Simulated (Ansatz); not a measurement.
Working through an equation of state with a fit of Bi₂Te₃, space group R-3m

Computed with Ansatz 0.2.0 through its Python package.

The cells in order, each with its output:

**Cell 1**
```python
import warnings

import ansatz as az
import numpy as np
from pymatgen.analysis.eos import EOS
```

**Cell 2**
```python
VECTORS = np.array([
    [2.193, 1.266129, 10.165667],
    [-2.193, 1.266129, 10.165667],
    [0.0, -2.532258, 10.165667],
])
SITES = [
    ('Bi', (0.4, 0.4, 0.4)),
    ('Bi', (0.6, 0.6, 0.6)),
    ('Te', (0.0, 0.0, 0.0)),
    ('Te', (0.2095, 0.2095, 0.2095)),
    ('Te', (0.7905, 0.7905, 0.7905)),
]
```

**Cell 3**
```python
def make_crystal(cell):
    crystal = az.Crystal(lattice=az.Lattice.of(cell))
    for symbol, position in SITES:
        crystal = crystal.atom(symbol, position)
    return crystal
```

**Cell 4**
```python
warnings.simplefilter('ignore', az.DeckWarning)
```

**Cell 5**
```python
# uniform scaling of the cell
volumes, energies = [], []
for scale in np.linspace(0.94, 1.06, 7):
    cell = VECTORS * scale ** (1 / 3)
    setup = make_crystal(cell).calculation()
    setup = setup.pseudopotentials('paw')
    setup = setup.basis(420)
    setup = setup.occupations('Fixed')
    setup = setup.kpoints(6, 6, 6)
    data = setup.run(threads=1).report
    volumes.append(abs(np.linalg.det(cell)) / len(SITES))
    energies.append(data['free_energy_ev'] / len(SITES))
    print(f'V = {volumes[-1]:8.4f} A^3/atom  F = {energies[-1]:.5f} eV/atom')

for form in ['vinet']:
    fit = EOS(eos_name=form).fit(volumes, energies)
    print(f'{form:18s} V0 {fit.v0:8.4f} A^3/atom  B0 {fit.b0_GPa:7.1f} GPa  B1 {fit.b1:5.2f}')
```
Output:
```text
V =  31.8392 A^3/atom  F = -9146.77409 eV/atom
V =  32.5166 A^3/atom  F = -9146.79559 eV/atom
V =  33.1940 A^3/atom  F = -9146.81127 eV/atom
V =  33.8714 A^3/atom  F = -9146.82174 eV/atom
V =  34.5489 A^3/atom  F = -9146.82752 eV/atom
V =  35.2263 A^3/atom  F = -9146.82910 eV/atom
V =  35.9037 A^3/atom  F = -9146.82691 eV/atom
vinet              V0  35.1589 A^3/atom  B0    46.8 GPa  B1  4.64
```

A third-order Birch-Murnaghan fit through the 7 points (the script's own form differs a little) has its minimum at 35.16 Å³ an atom, 3.8 % above the typed cell, with a bulk modulus of 47 GPa and dB/dP = 4.6. From that minimum the energy rises by 55.0 meV an atom on the compressed side and 2.2 meV on the expanded side. The window is off centre, so dB/dP is rough.

What to keep in mind:
- Absolute energies stand on the zero of these potentials, so only differences at equal settings mean something.
- Shape and fractional positions are held along the curve, so the bulk modulus is an upper value where they are free to relax.
- For a gap this small the mesh is coarse, and bands can meet between its points.
- Spin-orbit coupling, which matters for elements this heavy, is left out.
- No functional is typed, so the default, PBE, holds.
- The structure is a deposited one; some such entries were measured under pressure or heat, so a shift against it needn't be the functional's error alone.
- Run time: 93 s on 1 thread of Arm Neoverse V1, on a shared host, peak memory 0.64 GiB.
